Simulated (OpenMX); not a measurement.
# MnSb under changes of volume

One of the cells (21.552 Å³/atom); the others are scaled copies at fixed shape and fractional positions:

```
CELL_PARAMETERS angstrom
4.15000 0.00000 0.00000
-2.07500 3.59401 0.00000
0.00000 0.00000 5.78000
ATOMIC_POSITIONS crystal
Sb 0.66667 0.33333 0.75000
Sb 0.33333 0.66667 0.25000
Mn 0.00000 0.00000 0.50000
Mn 0.00000 0.00000 0.00000
```

| Item | Value |
| --- | --- |
| Program | OpenMX 3.8.5 |
| Functional | LDA |
| Potentials or basis | OpenMX 2013 LDA set, Sb7.0-s3p2d2, Mn6.0-s3p2d2, fixed grid of 48 × 48 × 80 points |
| k mesh | 7 × 7 × 5 |
| Occupations | fermi-dirac, width 0.05 eV |
| Spin | collinear spin, ferromagnetic start |
| Starting moments | [0.0, 0.0, 4.0, 4.0] μB |

```tsv
volume (Å³/atom)	energy over the lowest point (meV/atom)	moment (μB per cell)
20.259	0.00	6.19
20.690	?	?
21.121	32.16	6.46
21.552	51.96	6.58
21.983	73.92	6.71
22.414	97.96	6.83
22.845	123.86	6.95
```

What does the run at 20.690 Å³/atom give?

Energy over the lowest point 14.55 meV/atom; moment 6.33 μB per cell.

Worked out: A Birch-Murnaghan fit of order 3 (a polynomial in V^(-2/3)) to the other rows has no minimum within the range. It gives 14.79 meV/atom at 20.690 Å³/atom, against the run's 14.55. A straight line through the other rows of the moment, of slope 0.293 μB per Å³/atom, gives 6.33 μB, against the run's 6.33.

Energies are extrapolated to zero smearing.

Caveats: the basis has few d functions beyond the semicore shells, which can make volumes several per cent too large; the basis of atomic orbitals isn't converged, which shifts pressures, moduli and gaps; only a ferromagnetic start was run, and an antiferromagnetic order may lie lower in energy.
